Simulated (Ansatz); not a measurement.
**C3H4BrNO: one species, many methods**

The task here is to estimate one member of a computed series from the others.

Computed with Ansatz 0.2.0, Gaussian basis. Level: functionals in def2-TZVPP, the program's frozen cores in correlated methods.

Plan: LDA (SPW92), PBE-D4, revPBE-D4, BLYP-D4, r2SCAN-D4, B97M-V, PBE0-D4, B3LYP-D4, r2SCANh-D4, r2SCAN0-D4, HSE06-D4, BHLYP-D4, CAM-B3LYP-D4, LC-ωPBE, ωB97X-V, ωB97M-V, B2PLYP, PBE-QIDH; CCSD(T)/def2-SVP; CCSD(T)/def2-TZVPP; MP2/def2-QZVPP; extrapolation to the limit; RPA on PBE.

**The geometry**

The geometry comes from an earlier relaxation with PBE0-D4 in a triple-zeta def2 set; it is a stationary point, not always the lowest conformer.

SMILES `CC(=O)C(=N)Br`, 10 atoms, charge 0, spin multiplicity 1.

Atoms are counted from 1 here; the program's logs count them from 0.

Bond lengths: C1–C2 1.497 Å, C1–H7 1.088 Å, C1–H8 1.092 Å, C1–H9 1.092 Å, C2–O3 1.199 Å, C2–C4 1.525 Å, C4–N5 1.249 Å, C4–Br6 1.912 Å, N5–H10 1.017 Å. Angles: C2–C1–H7 109.0°, C2–C1–H8 110.1°, C2–C1–H9 110.1°, H7–C1–H8 110.7°, H7–C1–H9 110.7°, H8–C1–H9 106.3°, C1–C2–O3 124.2°, C1–C2–C4 115.2°, O3–C2–C4 120.6°, C2–C4–N5 120.7°, C2–C4–Br6 114.2°, N5–C4–Br6 125.1°, C4–N5–H10 113.9°.

Set-up of the first run:

Contents of in.yaml:

```yaml
crystal:
  periodic: [false, false, false]
  atoms:
    - {symbol: C, position_ang: [0.693455, -0.845199, 0.933624]}
    - {symbol: C, position_ang: [-0.219980, -0.727947, -0.246035]}
    - {symbol: O, position_ang: [-0.710045, -1.662383, -0.814505]}
    - {symbol: C, position_ang: [-0.506719, 0.697880, -0.705831]}
    - {symbol: N, position_ang: [0.002966, 1.673117, -0.115507]}
    - {symbol: Br, position_ang: [-1.676943, 0.815299, -2.213630]}
    - {symbol: H, position_ang: [0.828065, -1.897547, 1.173829]}
    - {symbol: H, position_ang: [0.275979, -0.305347, 1.785931]}
    - {symbol: H, position_ang: [1.653330, -0.374071, 0.712773]}
    - {symbol: H, position_ang: [-0.257107, 2.574998, -0.507749]}
basis:
  gaussian: {orbitals: def2-TZVPP}
hamiltonian: {xc: lda}
output: {orbitals: {seedname: orbitals}}
```

Command:

```
$ ansatz run in.yaml --threads 4 --pin off --events-out ev --progress --plain --max-ram 10444MiB
```

Steps of the session up to this table: LDA; PBE-D4 (GGA); revPBE-D4 (GGA); BLYP-D4 (GGA); r2SCAN-D4 (meta-GGA); B97M-V (meta-GGA); PBE0-D4 (hybrid); B3LYP-D4 (hybrid); r2SCANh-D4 (hybrid); r2SCAN0-D4 (hybrid); HSE06-D4 (hybrid); BHLYP-D4 (hybrid); CAM-B3LYP-D4 (range-separated); LC-ωPBE (range-separated); ωB97X-V (range-separated); ωB97M-V (range-separated); B2PLYP (double hybrid); PBE-QIDH (double hybrid).

One of the session's tables, all rows but one given; the rest of the session is left out.

It belongs to the step «Orbital energies across the functionals». 

```
  functional  HOMO (eV)  LUMO (eV)  gap (eV)
 LDA (SPW92)      -6.44      -3.67      2.76
      PBE-D4          ?          ?         ?
   revPBE-D4      -6.21      -3.32      2.90
     BLYP-D4      -6.18      -3.27      2.91
   r2SCAN-D4      -6.61      -3.31      3.30
      B97M-V      -6.76      -3.16      3.60
     PBE0-D4      -7.82      -2.40      5.43
    B3LYP-D4      -7.58      -2.63      4.95
  r2SCANh-D4      -7.19      -2.93      4.26
  r2SCAN0-D4      -8.06      -2.35      5.71
    HSE06-D4      -7.42      -2.78      4.64
    BHLYP-D4      -9.26      -1.22      8.04
CAM-B3LYP-D4      -9.22      -1.20      8.02
     LC-ωPBE     -10.50      -0.02     10.48
     ωB97X-V     -10.20      -0.08     10.12
     ωB97M-V     -10.12      -0.12     10.00
```

Estimate the missing values for PBE-D4.

**Answer.** HOMO (eV): -6.28; LUMO (eV): -3.41; gap (eV): 2.87. In the column «HOMO (eV)» it lies between LDA (SPW92) (-6.44) and revPBE-D4 (-6.21).
